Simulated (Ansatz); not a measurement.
# C₂H₆BClS: up Jacob's ladder to CCSD(T)

An exercise on one series of results from a longer session: the logs are not shown, and one member is left open.

Method: functionals in def2-TZVPP, the program's frozen cores in correlated methods; program: Ansatz 0.2.0, Gaussian basis.

The runs, in order: PBE-D4, r2SCAN-D4, PBE0-D4, B3LYP-D4, ωB97X-V, ωB97M-V, B2PLYP; CCSD(T)/def2-TZVPP; MP2/def2-QZVPP; extrapolation to the limit.

## The relaxed structure

An earlier PBE0-D4 in a triple-zeta def2 set relaxation fixed the geometry.

SMILES `CC(Cl)BS`, 11 atoms, charge 0, spin multiplicity 1.

Atoms are counted from 1 here; the program's logs count them from 0.

Bond lengths: C1–C2 1.507 Å, C1–H6 1.091 Å, C1–H7 1.092 Å, C1–H8 1.094 Å, C2–Cl3 1.816 Å, C2–B4 1.576 Å, C2–H9 1.092 Å, B4–S5 1.773 Å, B4–H10 1.193 Å, S5–H11 1.345 Å. Angles: C2–C1–H6 111.2°, C2–C1–H7 111.6°, C2–C1–H8 109.5°, H6–C1–H7 107.7°, H6–C1–H8 108.2°, H7–C1–H8 108.5°, C1–C2–Cl3 110.1°, C1–C2–B4 120.3°, C1–C2–H9 110.5°, Cl3–C2–B4 99.4°, Cl3–C2–H9 104.4°, B4–C2–H9 110.4°, C2–B4–S5 125.8°, C2–B4–H10 119.4°, S5–B4–H10 114.7°, B4–S5–H11 99.4°.

Set-up of the first run:

in.yaml reads:

```yaml
crystal:
  periodic: [false, false, false]
  atoms:
    - {symbol: C, position_ang: [-0.883964, -0.603126, 0.687953]}
    - {symbol: C, position_ang: [0.282443, 0.348772, 0.615310]}
    - {symbol: Cl, position_ang: [1.785405, -0.458915, 1.236214]}
    - {symbol: B, position_ang: [0.816471, 0.848650, -0.780938]}
    - {symbol: S, position_ang: [0.393581, 0.162534, -2.359895]}
    - {symbol: H, position_ang: [-1.084075, -0.903994, 1.717741]}
    - {symbol: H, position_ang: [-0.700479, -1.509167, 0.106768]}
    - {symbol: H, position_ang: [-1.780218, -0.113767, 0.294511]}
    - {symbol: H, position_ang: [0.129369, 1.194189, 1.288958]}
    - {symbol: H, position_ang: [1.585513, 1.759117, -0.822699]}
    - {symbol: H, position_ang: [-0.478747, -0.781392, -1.963222]}
basis:
  gaussian: {orbitals: def2-TZVPP}
hamiltonian: {xc: pbe, dispersion: d4}
output: {forces: true, orbitals: {seedname: orbitals}}
```

Launch:

```
$ ansatz run in.yaml --threads 4 --pin off --events-out ev --progress --plain --max-ram 10444MiB
```

Among the steps run: PBE-D4 (GGA); r2SCAN-D4 (meta-GGA); PBE0-D4 (hybrid); B3LYP-D4 (hybrid); ωB97X-V (range-separated); ωB97M-V (range-separated); B2PLYP (double hybrid); CCSD(T) in def2-TZVPP; MP2 in def2-QZVPP.

One table of the session follows, with a row left open; its other results are not shown here.

| method | atomisation energy (kJ/mol) |
| --- | --- |
| PBE-D4 | 4084.5 |
| r2SCAN-D4 | 4025.2 |
| PBE0-D4 | 4032.0 |
| B3LYP-D4 | 3992.1 |
| ωB97X-V | 4005.9 |
| ωB97M-V | 4018.0 |
| B2PLYP | 3947.3 |
| HF/def2-TZVPP | 2991.0 |
| MP2/def2-TZVPP | 3955.0 |
| CCSD/def2-TZVPP | 3831.0 |
| CCSD(T)/def2-TZVPP | ? |
| MP2/CBS | 4048.1 |
| CCSD(T)/CBS | 3984.8 |

**Question.** Estimate the row for CCSD(T)/def2-TZVPP.

**Answer.** atomisation energy (kJ/mol): 3891.6. In the column «atomisation energy (kJ/mol)» it lies between CCSD/def2-TZVPP (3831.0) and B2PLYP (3947.3).
